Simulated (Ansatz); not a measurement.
Here is an Ansatz 0.2.0 calculation.

File input.yaml:

```yaml
crystal:
  lattice:
    - [1.4176001398, 0.8184518223, 11.4952655238]
    - [-1.4176001398, 0.8184518223, 11.4952655238]
    - [0.0, -1.6369036446, 11.4952655238]
  atoms:
    - { symbol: Pd, position: [0.600621, 0.600621, 0.600621] }
    - { symbol: Pd, position: [0.199916, 0.199916, 0.199916] }
    - { symbol: Pd, position: [0.800084, 0.800084, 0.800084] }
    - { symbol: Pd, position: [0.399379, 0.399379, 0.399379] }
    - { symbol: Nb, position: [0.0, 0.0, 0.0] }
hamiltonian:
  xc: pbesol
  pseudopotentials: { kind: paw }
kpoints:
  mp_grid: { grid: [11, 11, 11] }
scf:
  occupations: { method: fermi_dirac, width: 0.05 }
output:
  forces: true
  stress: true
  eigenvalues: true
relax:
  f_tol: 0.01
  max_steps: 40
  cell: { stress_tol: 0.05, p_target: 2.0 }
```

Potentials or basis: Ansatz PAW.

Run with:

```bash
$ ansatz run input.yaml --threads 2 --pin off --max-ram 5632MiB --backend cpu --events-out ev --progress --plain --runs-dir out
```

Problem. Estimate the band gap on the k mesh.

Solution. None (metal or under the smearing width).

Problem. What does it give for the space group after relaxing (to 0.05 Å)?

Solution. R-3m (No. 166).

Forces on the atoms (eV/Å):
```
Pd   0.000  0.000 -0.002
Pd   0.000  0.000  0.001
Pd   0.000  0.000 -0.001
Pd   0.000  0.000  0.002
Nb   0.000  0.000  0.000
```

Caveat: the plane-wave basis is chosen anew once the cell has moved, so the energies of steps on either side of that aren't comparable; the PAW data sets come from PBE, with cores solved anew for the run's functional, which leaves a small shift of forces and pressure.
